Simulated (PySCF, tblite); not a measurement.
# C₆H₁₁F₃NP: geometry, infrared bands and NMR shifts

Wanted: the infrared bands and NMR shifts of C₆H₁₁F₃NP (`CCN(CC)/P=C/C(F)(F)F`), by calculation.

The runs use tblite 0.8.0 and PySCF 2.14.0, with density-fitted response routines of our own; the level of theory stands in each step. All values are computed, except where a source is named. Atoms are numbered from 0 throughout.

### 1 The starting structure

22 atoms, charge 0, multiplicity 1; geometry from: force field or distance geometry start.

Bonds of the start (Å): C0–C1 1.49, C1–N2 1.39, N2–C3 1.40, C3–C4 1.48, N2–P5 1.75, P5–C6 1.67, C6–C7 1.49, C7–F8 1.37, C7–F9 1.38, C7–F10 1.40, C0–H11 1.10, C0–H12 1.09, C0–H13 1.14, C1–H14 1.12, C1–H15 1.14, C3–H16 1.13, C3–H17 1.14, C4–H18 1.09, C4–H19 1.11, C4–H20 1.13, C6–H21 1.09.

### 2 Relaxing the molecule with GFN2-xTB

What the job is given:

```
{"job": {"kind": "relax", "xc": "GFN2-xTB", "basis": "xTB"}, "charge": 0, "multiplicity": 1}
C      0.561000     2.552100    -0.240400
C      1.318000     1.289400     0.015800
N      0.599200     0.108700     0.119700
C      1.266400    -1.017600     0.605400
C      2.348000    -1.643000    -0.191100
P     -1.127200     0.201400     0.364700
C     -2.267600    -0.791500    -0.339600
C     -3.726700    -0.646900    -0.065200
F     -4.233300    -1.828700     0.413100
F     -4.008300     0.388900     0.805200
F     -4.356300    -0.382400    -1.287400
H     -0.531800     2.475400    -0.108800
H      0.789100     3.045000    -1.183000
H      0.894000     3.279000     0.574500
H      1.999800     1.460500     0.881400
H      2.041300     1.158500    -0.852600
H      0.468300    -1.784700     0.848000
H      1.732900    -0.761800     1.618200
H      2.753500    -1.059600    -1.014100
H      2.113200    -2.687600    -0.478800
H      3.226300    -1.776200     0.515200
H     -1.870100    -1.559400    -1.001200
```

The run is started by

```bash
> OMP_NUM_THREADS=1 python probes_run.py task.json out
```

This one command runs all jobs of the session in turn.

Log:

```text
step      E/eV     max force
  0   -1034.81062    3.460
  1   -1035.52219    2.042
  2   -1035.77267    1.100
  3   -1035.90440    0.651
  4   -1035.95614    0.463
  5   -1035.99092    0.428
  6   -1036.02513    0.395
  7   -1036.05920    0.459
  8   -1036.08659    0.370
  9   -1036.10521    0.308
 10   -1036.12060    0.280
 11   -1036.13782    0.334
 12   -1036.15500    0.375
 13   -1036.16922    0.279
 14   -1036.18027    0.215
 15   -1036.19031    0.250
 16   -1036.20015    0.282
 17   -1036.20832    0.217
 18   -1036.21452    0.182
 19   -1036.22006    0.161
 20   -1036.22612    0.201
 21   -1036.23335    0.238
 22   -1036.24213    0.247
 23   -1036.25214    0.247
 24   -1036.26249    0.225
 25   -1036.27248    0.241
 26   -1036.28209    0.223
 27   -1036.29178    0.205
 28   -1036.30128    0.218
 29   -1036.30980    0.205
 30   -1036.31769    0.220
 31   -1036.32539    0.222
 32   -1036.33337    0.262
 33   -1036.34169    0.249
 34   -1036.34974    0.206
 35   -1036.35689    0.181
 36   -1036.36302    0.152
 37   -1036.36943    0.167
 38   -1036.37823    0.203
 39   -1036.39079    0.331
 40   -1036.40702    0.403
 41   -1036.42421    0.386
 42   -1036.43922    0.232
 43   -1036.45288    0.443
 44   -1036.46759    0.341
 45   -1036.48767    0.240
 46   -1036.49687    0.226
 47   -1036.50527    0.223
 48   -1036.51449    0.303
 49   -1036.52387    0.197
 50   -1036.52876    0.189
 51   -1036.53304    0.153
 52   -1036.53567    0.153
 53   -1036.53941    0.144
 54   -1036.54221    0.139
 55   -1036.54481    0.116
 56   -1036.54641    0.093
 57   -1036.54838    0.119
 58   -1036.55110    0.160
 59   -1036.55480    0.147
 60   -1036.55913    0.145
 61   -1036.56388    0.174
 62   -1036.56902    0.172
 63   -1036.57416    0.161
 64   -1036.57839    0.130
 65   -1036.58127    0.131
 66   -1036.58390    0.135
 67   -1036.58718    0.198
 68   -1036.59178    0.188
 69   -1036.59674    0.134
 70   -1036.60120    0.129
 71   -1036.60507    0.138
 72   -1036.60984    0.169
 73   -1036.61533    0.160
 74   -1036.62349    0.197
 75   -1036.63197    0.204
 76   -1036.63968    0.246
 77   -1036.64756    0.224
 78   -1036.65466    0.204
 79   -1036.66272    0.219
 80   -1036.67016    0.190
 81   -1036.67540    0.185
 82   -1036.68473    0.159
 83   -1036.69022    0.148
 84   -1036.69496    0.170
 85   -1036.69902    0.211
 86   -1036.70509    0.206
 87   -1036.71540    0.238
 88   -1036.72335    0.216
 89   -1036.73061    0.216
 90   -1036.74062    0.245
 91   -1036.74725    0.158
 92   -1036.75233    0.145
 93   -1036.75652    0.147
 94   -1036.75934    0.271
 95   -1036.76381    0.150
 96   -1036.76663    0.114
 97   -1036.76907    0.097
 98   -1036.77200    0.101
 99   -1036.77481    0.123
100   -1036.77797    0.105
101   -1036.78040    0.082
102   -1036.78232    0.084
103   -1036.78416    0.103
104   -1036.78629    0.092
105   -1036.78813    0.083
106   -1036.78950    0.073
107   -1036.79062    0.070
108   -1036.79182    0.094
109   -1036.79311    0.084
110   -1036.79438    0.073
111   -1036.79583    0.080
112   -1036.79773    0.076
113   -1036.80031    0.098
114   -1036.80362    0.123
115   -1036.80769    0.160
116   -1036.81184    0.156
117   -1036.81442    0.181
118   -1036.81732    0.121
119   -1036.81929    0.087
120   -1036.82141    0.080
121   -1036.82226    0.063
122   -1036.82314    0.046
123   -1036.82372    0.038
124   -1036.82407    0.036
125   -1036.82444    0.038
126   -1036.82476    0.038
127   -1036.82501    0.032
128   -1036.82515    0.030
129   -1036.82527    0.022
130   -1036.82537    0.023
131   -1036.82548    0.025
132   -1036.82558    0.025
133   -1036.82569    0.023
134   -1036.82580    0.023
135   -1036.82590    0.017
136   -1036.82596    0.018
137   -1036.82602    0.018
138   -1036.82610    0.019
139   -1036.82620    0.026
140   -1036.82631    0.027
141   -1036.82641    0.025
142   -1036.82648    0.018
143   -1036.82655    0.015
144   -1036.82661    0.017
145   -1036.82669    0.022
146   -1036.82680    0.026
147   -1036.82696    0.029
148   -1036.82718    0.029
149   -1036.82747    0.029
150   -1036.82784    0.038
151   -1036.82830    0.047
152   -1036.82888    0.055
153   -1036.82955    0.060
154   -1036.83030    0.056
155   -1036.83117    0.064
156   -1036.83216    0.075
157   -1036.83282    0.089
158   -1036.83387    0.084
159   -1036.83443    0.064
160   -1036.83507    0.056
161   -1036.83569    0.061
162   -1036.83681    0.074
163   -1036.83849    0.081
164   -1036.83949    0.102
165   -1036.83989    0.148
166   -1036.84141    0.081
167   -1036.84242    0.076
168   -1036.84424    0.070
169   -1036.84645    0.094
170   -1036.84843    0.085
171   -1036.85064    0.101
172   -1036.83928    0.432
173   -1036.85315    0.089
174   -1036.85454    0.080
175   -1036.85314    0.348
176   -1036.85902    0.061
177   -1036.86040    0.061
178   -1036.86112    0.150
179   -1036.86281    0.072
180   -1036.86348    0.046
181   -1036.86461    0.081
182   -1036.86491    0.036
183   -1036.86529    0.030
184   -1036.86580    0.040
185   -1036.86602    0.043
186   -1036.86634    0.046
187   -1036.86660    0.050
188   -1036.86686    0.039
189   -1036.86716    0.041
190   -1036.86751    0.038
191   -1036.86796    0.040
192   -1036.86839    0.044
193   -1036.86894    0.047
194   -1036.86952    0.047
195   -1036.86997    0.083
196   -1036.87067    0.078
197   -1036.87145    0.071
198   -1036.87284    0.089
199   -1036.87390    0.070
200   -1036.87499    0.092
201   -1036.87670    0.087
202   -1036.87801    0.070
203   -1036.87984    0.090
204   -1036.87921    0.134
205   -1036.88138    0.082
206   -1036.88170    0.079
207   -1036.88233    0.043
208   -1036.88281    0.048
209   -1036.88300    0.043
210   -1036.88318    0.025
211   -1036.88325    0.022
212   -1036.88332    0.016
213   -1036.88337    0.018
214   -1036.88340    0.017
215   -1036.88344    0.014
216   -1036.88348    0.014
217   -1036.88351    0.017
218   -1036.88356    0.016
219   -1036.88362    0.016
220   -1036.88371    0.023
221   -1036.88383    0.027
222   -1036.88399    0.026
223   -1036.88418    0.034
224   -1036.88441    0.046
225   -1036.88471    0.048
226   -1036.88509    0.047
227   -1036.88546    0.032
228   -1036.88572    0.036
229   -1036.88595    0.033
230   -1036.88615    0.024
231   -1036.88634    0.024
232   -1036.88646    0.016
233   -1036.88654    0.019
234   -1036.88658    0.020
235   -1036.88661    0.014
236   -1036.88664    0.007
```

It took 1.9 s on 1 thread of Arm Neoverse V2, shared host.

Along the way: (not every step is listed)

| step | energy from step 0 (eV) | largest force (eV/Å) |
| --- | --- | --- |
| 0 | 0.0000 | 3.4603 |
| 1 | -0.7116 | 2.0419 |
| 2 | -0.9621 | 1.1004 |
| 3 | -1.0938 | 0.6506 |
| 4 | -1.1455 | 0.4630 |
| 5 | -1.1803 | 0.4281 |
| 6 | -1.2145 | 0.3946 |
| 7 | -1.2486 | 0.4586 |
| 8 | -1.2760 | 0.3696 |
| 30 | -1.5071 | 0.2199 |
| 52 | -1.7251 | 0.1531 |
| 74 | -1.8129 | 0.1975 |
| 96 | -1.9560 | 0.1137 |
| 118 | -2.0067 | 0.1212 |
| 140 | -2.0157 | 0.0272 |
| 162 | -2.0262 | 0.0743 |
| 184 | -2.0552 | 0.0398 |
| 206 | -2.0711 | 0.0795 |
| 228 | -2.0751 | 0.0361 |
| 231 | -2.0757 | 0.0240 |
| 232 | -2.0758 | 0.0158 |
| 233 | -2.0759 | 0.0188 |
| 234 | -2.0760 | 0.0204 |
| 235 | -2.0760 | 0.0137 |
| 236 | -2.0760 | 0.0073 |

Distances of close pairs at the start and the end, largest changes first:

| bond | before (Å) | after (Å) | change (Å) |
| --- | --- | --- | --- |
| N2–P5 | 1.746 | 1.663 | -0.083 |
| C1–N2 | 1.386 | 1.452 | +0.066 |
| C0–H13 | 1.142 | 1.087 | -0.055 |
| N2–C3 | 1.396 | 1.448 | +0.052 |
| C3–H17 | 1.144 | 1.093 | -0.051 |
| C4–H20 | 1.135 | 1.087 | -0.048 |
| C3–C4 | 1.482 | 1.527 | +0.046 |
| C7–F10 | 1.400 | 1.356 | -0.044 |

The next job starts from the end point, and lists it.

### 3 Harmonic vibrations with GFN2-xTB

What the job is given:

```
{"job": {"kind": "ir", "xc": "GFN2-xTB", "basis": "xTB"}, "charge": 0, "multiplicity": 1}
C      1.639171     2.281056    -0.357727
C      0.938787     1.710361     0.870843
N      0.279227     0.440931     0.623633
C      1.122966    -0.719161     0.425923
C      1.289955    -1.098305    -1.044163
P     -1.379394     0.474329     0.506056
C     -1.865017    -1.108942     0.206993
C     -3.311878    -1.336214     0.077387
F     -3.790574    -2.268429     0.933026
F     -4.034176    -0.220878     0.296828
F     -3.679970    -1.778421    -1.150508
H      0.939782     2.342776    -1.188399
H      2.483986     1.664022    -0.651837
H      2.005839     3.279784    -0.136030
H      0.171757     2.415600     1.202936
H      1.660597     1.584614     1.685237
H      0.687837    -1.561060     0.973729
H      2.100344    -0.508528     0.867730
H      1.808224    -0.316512    -1.591216
H      0.319248    -1.249276    -1.509610
H      1.863752    -2.018258    -1.123394
H     -1.260871    -1.990104     0.081712
```

Log:

```text
mode    cm-1     km/mol
  1      30.8      0.04
  2      52.7      0.20
  3      67.4      0.50
  4      97.5      0.48
  5     110.4      0.05
  6     146.4      0.58
  7     157.1      1.01
  8     175.3      0.37
  9     223.5      3.26
 10     242.2      0.70
 11     280.8      1.08
 12     329.8      2.47
 13     363.7      5.19
 14     385.4      5.27
 15     433.3      5.75
 16     456.3     14.99
 17     490.1     11.46
 18     507.0      0.23
 19     592.8     38.97
 20     607.6     36.45
 21     709.2     40.28
 22     810.8     11.43
 23     825.6     30.03
 24     840.3     12.20
 25     966.9     51.09
 26     973.6    238.76
 27     976.9    219.82
 28     995.2    159.03
 29    1043.7     55.63
 30    1070.1     45.21
 31    1079.2      2.16
 32    1086.7     17.74
 33    1093.1     10.34
 34    1179.3    211.31
 35    1201.9     47.82
 36    1207.9     16.85
 37    1267.0     41.62
 38    1289.6    313.21
 39    1306.2     18.12
 40    1332.5      9.10
 41    1338.4     16.58
 42    1402.8      6.21
 43    1407.9     10.85
 44    1463.6      2.01
 45    1478.1      0.99
 46    1481.8      0.99
 47    1489.3      6.44
 48    1500.7      2.08
 49    1502.2      3.23
 50    2927.4     42.43
 51    2936.4     21.81
 52    2956.7     16.82
 53    2963.5     36.95
 54    3038.4     18.09
 55    3042.4     37.11
 56    3044.7     26.12
 57    3045.1     18.21
 58    3049.0     24.18
 59    3060.0     18.46
 60    3113.7      4.19
```

Wall time 0.91 s (1 thread of Arm Neoverse V2, shared host).

Which atoms move in the most intense modes:

| cm⁻¹ | km/mol | atoms |
| --- | --- | --- |
| 967 | 51.1 | H13 23 %, N2 20 %, C0 19 % |
| 974 | 238.8 | C7 46 %, F10 10 % |
| 977 | 219.8 | C7 36 %, H20 13 % |
| 995 | 159.0 | C7 32 %, H21 28 % |
| 1044 | 55.6 | C7 26 %, H21 25 %, C6 17 %, P5 16 % |
| 1179 | 211.3 | C7 53 %, H21 20 %, C6 12 % |
| 1202 | 47.8 | N2 29 %, C3 13 %, C1 10 % |
| 1290 | 313.2 | C6 59 %, C7 18 %, H21 13 % |

### 4 NMR shieldings: PBE0/pcSseg-1

Settings changed since step 3:

```diff
@@ -1,2 +1,2 @@
-{"job": {"kind": "ir", "xc": "GFN2-xTB", "basis": "xTB"}, "charge": 0, "multiplicity": 1}
+{"job": {"kind": "nmr", "xc": "PBE0", "basis": "pcSseg-1"}, "charge": 0, "multiplicity": 1}
 C      1.639171     2.281056    -0.357727
```

With the program's defaults for keys left out, this is: GIAO PBE0/pcSseg-1 NMR shielding, non-relativistic, gas phase.

Log:

```text
coarse grid: 19280 points
cycle   1  E = -929.8135000711  dE =  1.529e+00  |g| = 9.342e-01  |ddm| = 4.198e+00
cycle   2  E = -929.6962892524  dE =  1.172e-01  |g| = 1.301e+00  |ddm| = 1.180e+00
cycle   3  E = -929.9714964629  dE = -2.752e-01  |g| = 6.849e-02  |ddm| = 6.919e-01
cycle   4  E = -929.9722259503  dE = -7.295e-04  |g| = 3.661e-02  |ddm| = 8.364e-02
cycle   5  E = -929.9724897320  dE = -2.638e-04  |g| = 8.360e-03  |ddm| = 3.009e-02
cycle   6  E = -929.9725005448  dE = -1.081e-05  |g| = 3.666e-03  |ddm| = 9.375e-03
cycle   7  E = -929.9725028484  dE = -2.304e-06  |g| = 1.113e-03  |ddm| = 3.177e-03
final grid: 184072 points
cycle   8  E = -930.0578578873  dE = -7.923e-05  |g| = 1.164e-02  |ddm| = 4.183e-02
cycle   9  E = -930.0578199342  dE =  3.795e-05  |g| = 1.728e-02  |ddm| = 2.168e-02
cycle  10  E = -930.0578882760  dE = -6.834e-05  |g| = 2.823e-03  |ddm| = 1.512e-02
cycle  11  E = -930.0578903216  dE = -2.046e-06  |g| = 7.793e-04  |ddm| = 3.306e-03
cycle  12  E = -930.0578904528  dE = -1.313e-07  |g| = 2.780e-04  |ddm| = 8.314e-04
cycle  13  E = -930.0578904682  dE = -1.537e-08  |g| = 6.172e-05  |ddm| = 2.344e-04
cycle  14  E = -930.0578904690  dE = -7.421e-10  |g| = 1.346e-05  |ddm| = 6.165e-05
converged SCF energy = -930.0578904690

GIAO shielding tensors (ppm)
atom      isotropic    diamagn.    paramagn.     s11        s22        s33       span
  0 C      165.674     248.949     -83.275    146.315    167.436    183.270     36.955
  1 C      129.692     243.865    -114.173    108.960    110.826    169.289     60.329
  2 N      129.705     335.760    -206.054     28.071    162.367    198.678    170.606
  3 C      136.314     248.826    -112.512    108.257    131.254    169.432     61.175
  4 C      171.089     250.217     -79.128    149.404    178.291    185.572     36.168
  5 P       30.933     971.493    -940.560   -271.325     75.486    288.639    559.964
  6 C       59.347     267.209    -207.861    -69.775     97.942    149.875    219.650
  7 C       49.900     243.527    -193.627     42.863     52.138     54.700     11.837
  8 F      233.978     468.977    -234.998    148.865    220.320    332.750    183.885
  9 F      263.248     475.017    -211.769    175.105    254.708    359.930    184.825
 10 F      229.029     471.844    -242.815    140.809    214.902    331.376    190.567
 11 H       30.656      31.284      -0.627     27.304     29.744     34.920      7.616
 12 H       30.107      31.053      -0.946     25.842     30.050     34.429      8.586
 13 H       30.535      27.790       2.745     26.177     27.200     38.227     12.050
 14 H       28.098      31.004      -2.906     22.763     28.870     32.660      9.897
 15 H       28.429      30.457      -2.028     23.510     27.943     33.834     10.324
 16 H       27.889      33.678      -5.789     24.684     26.968     32.015      7.331
 17 H       28.618      32.778      -4.160     24.081     28.253     33.520      9.439
 18 H       30.659      32.495      -1.836     25.680     30.543     35.755     10.075
 19 H       29.635      33.540      -3.905     24.010     30.754     34.142     10.133
 20 H       30.823      30.253       0.569     26.671     27.248     38.549     11.878
 21 H       25.551      36.287     -10.736     21.715     23.560     31.377      9.662
```

It took 58 s on 1 thread of Arm Neoverse V2, shared host; peak memory 1.1 GiB.

Shifts follow as δ = σ(reference) − σ, with reference shieldings (ppm) from runs at the same level and on the same kind of geometry: 1H TMS 31.72, 13C TMS 186.9, 19F CFCl3 170.9, 15N NH3 267.7, 31P H3PO4 318.4. The references are single molecules in the gas phase, so shifts against H2O, NH3, PH3, H3PO4 or CFCl3 are not on the usual liquid scales and can be off by tens of ppm. Atoms listed in one row are averaged.

| atoms | environment | σ (ppm) | δ (ppm) | δ scaled to CDCl3 |
| --- | --- | --- | --- | --- |
| C7 | CF3 carbon | 49.9 | 137.0 | 131.8 |
| C6 | carbon double-bonded to a heavier main-group atom | 59.3 | 127.6 | 122.6 |
| C1, C3 | sp3 CH2 bonded to N | 133.0 | 53.9 | 50.7 |
| C0, C4 | methyl carbon | 168.4 | 18.5 | 16.2 |
| H21 | hydrogen on a carbon double-bonded to a heavier main-group atom | 25.55 | 6.17 | 5.92 |
| H14, H15, H16, H17 | hydrogen on an sp3 CH2 bonded to N | 28.26 | 3.46 | 3.37 |
| H11, H12, H13, H18, H19, H20 | hydrogen on a methyl carbon | 30.40 | 1.31 | 1.34 |
| N2 | nitrogen bonded to 2 C, P | 129.7 | 138.0 | – |
| P5 | phosphorus bonded to C, N | 30.9 | 287.4 | – |
| F8, F9, F10 | fluorine of a CF3 group | 242.1 | -71.1 | – |

The scaled column applies a straight-line fit of computed shieldings to shifts measured in CDCl3, and one for carbons that bear F (root-mean-square error 0.16 ppm for H, 1.9 ppm for C).

The run also stored atomic charges by several schemes (e):

| atoms | Mulliken | IAO | Hirshfeld | ESP fit |
| --- | --- | --- | --- | --- |
| C0, C4 | -0.28 | -0.43 | -0.12 | -0.21 |
| C1, C3 | -0.04 | -0.15 | -0.02 | 0.22 |
| N2 | -0.73 | -0.39 | -0.09 | -0.23 |
| P5 | 0.61 | 0.60 | 0.19 | 0.01 |
| C6 | -0.66 | -0.59 | -0.20 | -0.38 |
| C7 | 0.84 | 0.80 | 0.24 | 0.73 |
| F8, F9, F10 | -0.28 | -0.29 | -0.11 | -0.24 |

Mayer bond orders: C0–C1 1.05, C1–N2 0.93, N2–C3 0.88, C3–C4 1.05, N2–P5 1.10, P5–C6 1.61, C6–C7 1.09, C7–F8 0.99, C7–F9 0.99, C7–F10 0.99.

The fields below are evaluated on a grid from the run's orbitals.

Frontier orbitals at PBE0/pcSseg-1, with the share of their density that lies nearest to each atom:

| orbital | energy (eV) | lies on |
| --- | --- | --- |
| HOMO | -6.65 | C6 36 %; N2 30 %; P5 8 % |
| LUMO | -1.49 | P5 50 %; C6 21 %; N2 11 % |

ELF in a plane through or near 7 of the atoms.

Ten even steps from '0' (0.00) to '9' (1.00):
```
0000000000000000000000000000
0000000000000000000000000000
0000000000000000000000000000
0000000000000000000000000000
0000000000000058700011000000
0000018700130199921677400000
0000099961120399942836710000
0000099975510362230377100000
0000037732613551473512100000
0000004896216744886834200000
0000019998001100476422100000
0000008991012220067201100000
0000000100674587025100000000
0000000001771277200000000000
0000000000159961000000000000
0000000000089981000000000000
0000000000069970000000000000
0000000000001100000000000000
0000000000000000000000000000
0000000000000000000000000000
```
The map spans 14.1 Å across and 11.0 Å up, centred on the molecule. Atoms in the plane (x, y in Å): C0 (-2.6, 0.9), C4 (-0.5, -1.9), C7 (3.5, 0.6), F9 (3.5, 2.0), H12 (-3.0, -0.2), H13 (-3.5, 1.5), H20 (-0.5, -2.9).

On the surface of density 0.002 e/bohr³ the electrostatic potential runs, from the 1st to the 99th percentile, from -1.04 V near F10 to 1.19 V near H17.

### 5 Outcome

| quantity | value |
| --- | --- |
| strongest single infrared mode (GFN2-xTB) | 1290 cm⁻¹, 313 km/mol |
| zero-point energy (GFN2-xTB) | 104.7 kcal/mol |
| 13C shifts against TMS (PBE0/pcSseg-1, means over atoms taken as alike) | 137.0, 127.6, 53.9, 18.5 ppm |
| 1H shifts against TMS (PBE0/pcSseg-1, means over atoms taken as alike) | 6.17, 3.46, 1.31 ppm |
| 15N shifts against NH3 (PBE0/pcSseg-1) | 138.0 ppm |
| 31P shifts against H3PO4 (PBE0/pcSseg-1) | 287.4 ppm |
| 19F shifts against CFCl3 (PBE0/pcSseg-1, means over atoms taken as alike) | -71.1 ppm |
| surface potential, 1st and 99th percentile | -1.04 V and 1.19 V |

The optimisation took 236 steps and gained 2.076 eV; among the close pairs (by a distance rule), N2–P5 changed most, from 1.746 to 1.663 Å. All 60 modes are real, so the xTB geometry is a minimum. The strongest single mode, at 1290 cm⁻¹, moves mainly C6. Unscaled tight-binding wavenumbers are off by several per cent, some by more. Its intensities can rank the bands wrongly. At PBE0/pcSseg-1: Shielding is most anisotropic at P5 (span 560 ppm, paramagnetic term -941 ppm). By nearest atom (PBE0/pcSseg-1), the HOMO sits on C6 36 %; N2 30 % and the LUMO on P5 50 %; C6 21 %.
